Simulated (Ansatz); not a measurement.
Crystal: Ba2Tl5V3O12.

```
CELL_PARAMETERS angstrom
6.49009 -6.67692 0.00000
6.49009 6.67692 0.00000
-2.00957 0.00000 5.73760
ATOMIC_POSITIONS crystal
Ba 0.47917 0.52083 0.00000
Ba 0.79264 0.20736 0.00000
V 0.65694 0.94605 0.25735
V 0.05395 0.34306 0.74265
V 0.57442 0.42558 0.50000
Tl 0.49835 0.85629 0.63726
Tl 0.14371 0.50165 0.36274
Tl 0.01508 0.98492 0.50000
Tl 0.30964 0.12677 0.21892
Tl 0.87323 0.69036 0.78108
O 0.00390 0.26325 0.44275
O 0.59719 0.60676 0.67706
O 0.91333 0.42820 0.84635
O 0.52536 0.79943 0.20594
O 0.68766 0.41628 0.31356
O 0.09251 0.20316 0.88601
O 0.58372 0.31234 0.68644
O 0.79684 0.90749 0.11399
O 0.57180 0.08667 0.15365
O 0.20057 0.47464 0.79406
O 0.73675 0.99610 0.55725
O 0.39324 0.40281 0.32294
```

The cell was built by a generator and needn't be a form met in nature.

Base run:

- Program: Ansatz 0.2.0
- Functional: PBE
- Potentials or basis: Ansatz PAW
- Cutoff: 420 eV (not typed: the program's choice for these potentials)
- k mesh: 3 × 3 × 5
- Occupations: fermi-dirac, width 0.05 eV
- Spin: collinear spin, ferromagnetic start
- Starting moments: [0.0, 0.0, 2.0, 2.0, 2.0, 0.0, 0.0, 0.0, 0.0, 0.0, 0.0, 0.0, 0.0, 0.0, 0.0, 0.0, 0.0, 0.0, 0.0, 0.0, 0.0, 0.0] μB

Its results: band gap on the k mesh 2.90 eV, indirect (least direct gap 2.95 eV); pressure 0.0 GPa; net moment 0.00 μB per cell; largest force 0.005 eV/Å.

Question: The run is repeated on the same cell with these changes: hubbard terms from none to V d U = 8 eV; hubbard projectors from none to ortho-atomic (the default). What comes out?

Answer: Band gap on the k mesh 2.95 eV, indirect (least direct gap 3.00 eV); pressure 0.7 GPa; net moment 0.00 μB per cell; largest force 0.372 eV/Å.

The U term pushes filled and empty states of the shell apart.

Caveats: odd divisions of the mesh miss points on the zone boundary, where band edges often lie, so the gap on the mesh can be too wide; spin-orbit coupling is left out, which as a rule narrows the gap of such compounds by several tenths of an eV; the starting moments weren't kept; the magnetic or orbital state may not be the lowest (some runs).

A k mesh can miss the band edges.
